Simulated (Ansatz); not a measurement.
# C2H8AlB: one species, many methods

The task here is to estimate one member of a computed series from the others.

Method: functionals in def2-TZVPP, the program's frozen cores in correlated methods; program: Ansatz 0.2.0, Gaussian basis.

The runs, in order: LDA (SPW92), PBE-D4, revPBE-D4, BLYP-D4, r2SCAN-D4, B97M-V, PBE0-D4, B3LYP-D4, r2SCANh-D4, r2SCAN0-D4, HSE06-D4, BHLYP-D4, CAM-B3LYP-D4, LC-ωPBE, ωB97X-V, ωB97M-V, B2PLYP, PBE-QIDH; CCSD(T)/def2-SVP; CCSD(T)/def2-TZVPP; MP2/def2-QZVPP; extrapolation to the limit; RPA on PBE.

### The relaxed structure

An earlier PBE0-D4 in a triple-zeta def2 set relaxation fixed the geometry.

SMILES `B[CH2][AlH][CH3]`, 12 atoms, charge 0, spin multiplicity 1.

Atoms are counted from 1 here; the program's logs count them from 0.

Bond lengths: B1–C2 1.505 Å, B1–H5 1.201 Å, B1–H6 1.201 Å, C2–Al3 1.993 Å, C2–H7 1.092 Å, C2–H8 1.097 Å, Al3–C4 1.945 Å, Al3–H9 1.588 Å, C4–H10 1.095 Å, C4–H11 1.096 Å, C4–H12 1.092 Å. Angles: C2–B1–H5 120.8°, C2–B1–H6 120.8°, H5–B1–H6 118.2°, B1–C2–Al3 102.1°, B1–C2–H7 118.2°, B1–C2–H8 116.7°, Al3–C2–H7 103.4°, Al3–C2–H8 99.6°, H7–C2–H8 113.0°, C2–Al3–C4 120.8°, C2–Al3–H9 117.7°, C4–Al3–H9 121.4°, Al3–C4–H10 111.4°, Al3–C4–H11 110.1°, Al3–C4–H12 112.9°, H10–C4–H11 106.2°, H10–C4–H12 108.3°, H11–C4–H12 107.6°.

As a file:

```
B    -1.0731    1.6290   -0.2450
C    -1.3792    0.3323    0.4555
Al    0.4433   -0.4043    0.7841
C     1.4544   -1.2367   -0.6542
H    -0.8661    1.6543   -1.4279
H    -0.9268    2.6454    0.3780
H    -1.8184    0.3767    1.4547
H    -1.7948   -0.4748   -0.1596
H     0.9972   -0.3667    2.2717
H     1.7387   -2.2635   -0.4015
H     2.3910   -0.6917   -0.8199
H     0.9108   -1.2552   -1.6016
```

Set-up of the first run:

Contents of in.yaml:

```yaml
crystal:
  periodic: [false, false, false]
  atoms:
    - {symbol: B, position_ang: [-1.073064, 1.628995, -0.245025]}
    - {symbol: C, position_ang: [-1.379221, 0.332271, 0.455537]}
    - {symbol: Al, position_ang: [0.443329, -0.404342, 0.784127]}
    - {symbol: C, position_ang: [1.454418, -1.236687, -0.654199]}
    - {symbol: H, position_ang: [-0.866081, 1.654278, -1.427949]}
    - {symbol: H, position_ang: [-0.926829, 2.645375, 0.377976]}
    - {symbol: H, position_ang: [-1.818395, 0.376741, 1.454680]}
    - {symbol: H, position_ang: [-1.794817, -0.474844, -0.159618]}
    - {symbol: H, position_ang: [0.997158, -0.366656, 2.271671]}
    - {symbol: H, position_ang: [1.738696, -2.263459, -0.401547]}
    - {symbol: H, position_ang: [2.390968, -0.691725, -0.819909]}
    - {symbol: H, position_ang: [0.910838, -1.255246, -1.601646]}
basis:
  gaussian: {orbitals: def2-TZVPP}
hamiltonian: {xc: lda}
output: {orbitals: {seedname: orbitals}}
```

Launch:

```bash
ansatz run in.yaml --threads 2 --pin off --events-out ev --progress --plain --max-ram 4352MiB
```

Among the steps run: LDA; PBE-D4 (GGA); revPBE-D4 (GGA); BLYP-D4 (GGA); r2SCAN-D4 (meta-GGA); B97M-V (meta-GGA); PBE0-D4 (hybrid); B3LYP-D4 (hybrid); r2SCANh-D4 (hybrid); r2SCAN0-D4 (hybrid); HSE06-D4 (hybrid); BHLYP-D4 (hybrid); CAM-B3LYP-D4 (range-separated); LC-ωPBE (range-separated); ωB97X-V (range-separated); ωB97M-V (range-separated); B2PLYP (double hybrid); PBE-QIDH (double hybrid).

One table of the session follows, with a row left open; its other results are not shown here.

It belongs to the step «Orbital energies across the functionals». 

| functional | HOMO (eV) | LUMO (eV) | gap (eV) |
| --- | --- | --- | --- |
| LDA (SPW92) | -7.01 | -2.80 | 4.21 |
| PBE-D4 | -6.86 | -2.54 | 4.31 |
| revPBE-D4 | -6.80 | -2.42 | 4.38 |
| BLYP-D4 | -6.69 | -2.40 | 4.30 |
| r2SCAN-D4 | -7.08 | -2.24 | 4.85 |
| B97M-V | -7.18 | -2.36 | 4.82 |
| PBE0-D4 | -8.02 | -1.70 | 6.32 |
| B3LYP-D4 | -7.79 | -1.90 | 5.89 |
| r2SCANh-D4 | -7.52 | -1.95 | 5.57 |
| r2SCAN0-D4 | -8.18 | -1.53 | 6.65 |
| HSE06-D4 | ? | ? | ? |
| BHLYP-D4 | -9.05 | -0.83 | 8.22 |
| CAM-B3LYP-D4 | -9.34 | -0.70 | 8.63 |
| LC-ωPBE | -10.72 | 0.41 | 11.13 |
| ωB97X-V | -10.34 | 0.29 | 10.63 |
| ωB97M-V | -10.21 | 0.02 | 10.22 |

**Question.** Estimate the row for HSE06-D4.

As computed: HOMO (eV): -7.62; LUMO (eV): -2.07; gap (eV): 5.55. In the column «HOMO (eV)» it lies between B3LYP-D4 (-7.79) and r2SCANh-D4 (-7.52).
